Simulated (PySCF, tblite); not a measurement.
# C6H13ClOSi: geometry, infrared bands and NMR shifts

Wanted: the infrared bands and NMR shifts of C6H13ClOSi (`CC[Si@@H]1CC[C@H](Cl)CO1`), by calculation.

The runs use tblite 0.8.0 and PySCF 2.14.0, with density-fitted response routines of our own; the level of theory stands in each step. All values are computed, except where a source is named. Atoms count from 0, in the outputs and in this text.

### Step 1. The starting structure

22 atoms, charge 0, multiplicity 1; geometry from: force field or distance geometry start.

Bonds of the start (Å): C0–C1 1.51, C1–Si2 1.88, Si2–C3 1.88, C3–C4 1.53, C4–C5 1.53, C5–Cl6 1.79, C5–C7 1.55, C7–O8 1.43, O8–Si2 1.67, C0–H9 1.11, C0–H10 1.10, C0–H11 1.09, C1–H12 1.11, C1–H13 1.09, Si2–H14 1.49, C3–H15 1.11, C3–H16 1.08, C4–H17 1.10, C4–H18 1.10, C5–H19 1.10, C7–H20 1.09, C7–H21 1.10.

### Step 2. Optimising the geometry with GFN2-xTB

The job: settings as JSON, then the geometry in Å.

```
{"job": {"kind": "relax", "xc": "GFN2-xTB", "basis": "xTB"}, "charge": 0, "multiplicity": 1}
C     -3.186700    -0.406900    -0.756300
C     -2.284900     0.161900     0.314800
Si    -0.546700     0.610700    -0.230100
C      0.384500    -0.871000    -0.904800
C      1.900400    -0.633900    -0.916600
C      2.473300    -0.049000     0.377500
Cl     2.353600    -1.241000     1.707200
C      1.817100     1.290200     0.791100
O      0.400100     1.226400     0.998500
H     -4.183900    -0.633600    -0.329400
H     -3.340000     0.310700    -1.573600
H     -2.794400    -1.331200    -1.181200
H     -2.207400    -0.575500     1.144700
H     -2.748700     1.047000     0.751900
H     -0.616600     1.645900    -1.302900
H      0.162400    -1.741400    -0.247200
H      0.032300    -1.122500    -1.899600
H      2.411300    -1.575800    -1.174300
H      2.131000     0.069100    -1.734800
H      3.555500     0.129900     0.246600
H      2.254000     1.653000     1.725700
H      2.023200     2.056200     0.032100
```

Run with:

```bash
> OMP_NUM_THREADS=1 python probes_run.py task.json out
```

One launch serves the whole session: the jobs run in the order shown.

**Question.** This job is followed by: GFN2-xTB harmonic vibrations, gas phase; GIAO PBE0/pcSseg-1 NMR shielding, non-relativistic, gas phase. Predict these results of the whole session: strongest single infrared mode (GFN2-xTB); zero-point energy (GFN2-xTB); 13C shifts against TMS (PBE0/pcSseg-1); 1H shifts against TMS (PBE0/pcSseg-1, means over atoms taken as alike); 29Si shifts against TMS (PBE0/pcSseg-1); 35Cl shifts against HCl (PBE0/pcSseg-1); 17O shifts against H2O (PBE0/pcSseg-1).

**Answer**, as computed:

```
                                                              quantity                                                                 value
                             strongest single infrared mode (GFN2-xTB)                                                 2164 cm⁻¹, 337 km/mol
                                          zero-point energy (GFN2-xTB)                                                        113.1 kcal/mol
                                13C shifts against TMS (PBE0/pcSseg-1)                                  72.7, 65.0, 32.2, 10.4, 7.5, 6.8 ppm
1H shifts against TMS (PBE0/pcSseg-1, means over atoms taken as alike)  4.93, 4.26, 4.17, 3.99, 2.48, 1.96, 1.57, 1.03, 0.96, 0.91, 0.40 ppm
                               29Si shifts against TMS (PBE0/pcSseg-1)                                                              -3.5 ppm
                               35Cl shifts against HCl (PBE0/pcSseg-1)                                                               116 ppm
                                17O shifts against H2O (PBE0/pcSseg-1)                                                              22.1 ppm
```

The optimisation took 69 steps and gained 0.207 eV; among the close pairs (by a distance rule), C7–O8 changed most, from 1.434 to 1.390 Å. No mode is imaginary among the 60: a minimum at this level. The strongest single mode, at 2164 cm⁻¹, moves mainly H14. Unscaled tight-binding wavenumbers are off by several per cent, some by more. Its intensities can rank the bands wrongly. At PBE0/pcSseg-1: Shielding is most anisotropic at Cl6 (span 449 ppm, paramagnetic term -314 ppm).
